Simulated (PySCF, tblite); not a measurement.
# C5H10NS radical: geometry, infrared bands and EPR parameters

What infrared bands and EPR parameters should C5H10NS radical (`[CH2]CC(=S)N(C)C`) show?

The runs use tblite 0.8.0 and PySCF 2.14.0, with density-fitted response routines of our own; the level of theory stands in each step. All values are computed, except where a source is named. Atoms are numbered from 0 throughout.

## (1) The starting structure

17 atoms, charge 0, multiplicity 2; geometry from: force field or distance geometry start.

Bonds of the start (Å): C0–C1 1.51, C1–C2 1.48, C2–S3 1.63, C2–N4 1.45, N4–C5 1.47, N4–C6 1.46, C0–H7 1.09, C0–H8 1.09, C1–H9 1.11, C1–H10 1.12, C5–H11 1.10, C5–H12 1.10, C5–H13 1.10, C6–H14 1.10, C6–H15 1.12, C6–H16 1.12.

## (2) Relaxing the molecule with GFN2-xTB

The job: settings as JSON, then the geometry in Å.

```
{"job": {"kind": "relax", "xc": "GFN2-xTB", "basis": "xTB"}, "charge": 0, "multiplicity": 2}
C      1.997300     0.706100    -0.456600
C      1.656200    -0.355900     0.557200
C      0.380500    -0.966700     0.123900
S      0.325500    -2.553800    -0.235300
N     -0.824500    -0.171200    -0.001100
C     -2.086200    -0.772300    -0.449500
C     -0.825700     1.258400     0.286700
H      2.391700     0.325000    -1.394600
H      2.524400     1.567100    -0.042900
H      2.384700    -1.190300     0.600500
H      1.583300     0.037800     1.598100
H     -2.800200     0.021000    -0.711000
H     -1.841200    -1.383900    -1.333900
H     -2.431000    -1.441700     0.346200
H     -0.229000     1.478500     1.189400
H     -1.873400     1.627000     0.460500
H     -0.339400     1.826900    -0.547700
```

Command:

```bash
$ OMP_NUM_THREADS=1 python probes_run.py task.json out
```

This one command runs all jobs of the session in turn.

**Question.** This job is followed by: GFN2-xTB harmonic vibrations, gas phase; UKS B3LYP, pcH-1 on C H N S, non-relativistic, mean-field spin-orbit, GIAO. Predict these results of the whole session: strongest single infrared mode (GFN2-xTB); zero-point energy (GFN2-xTB); g(iso) (B3LYP); ⟨S²⟩; largest a(iso) (averaged by class); potential on the surface of density 0.002 e/bohr³, 1st and 99th percentile.

The runs gave:

| quantity | value |
| --- | --- |
| strongest single infrared mode (GFN2-xTB) | 1505 cm⁻¹, 191 km/mol |
| zero-point energy (GFN2-xTB) | 86.7 kcal/mol |
| g(iso) (B3LYP) | 2.00433 |
| ⟨S²⟩ | 0.755 (exact 0.75) |
| largest a(iso) (averaged by class) | 13C on C0, 101.3 MHz |
| potential on the surface of density 0.002 e/bohr³, 1st and 99th percentile | -1.46 V and 1.31 V |

The optimisation took 118 steps and gained 0.619 eV; among the close pairs (by a distance rule), C2–N4 changed most, from 1.449 to 1.338 Å. The lowest mode is imaginary (24i cm⁻¹), so the xTB geometry is not a minimum: the zero-point energy counts the real modes alone, and all values at this geometry belong to a saddle point. The strongest single mode, at 1505 cm⁻¹, is spread over several atoms, N4, C2, H15, H16 among them. Unscaled tight-binding wavenumbers are off by several per cent, some by more. Its intensities can rank the bands wrongly. C0 carries the largest spin population, 1.04 e. The isotropic g lies 2.0 ppt above the free-electron value. These values are for one conformer; the search (at its own cheap level) found 2 more, at 0.71, 2.31 kcal/mol, and measured spectra average over such forms.
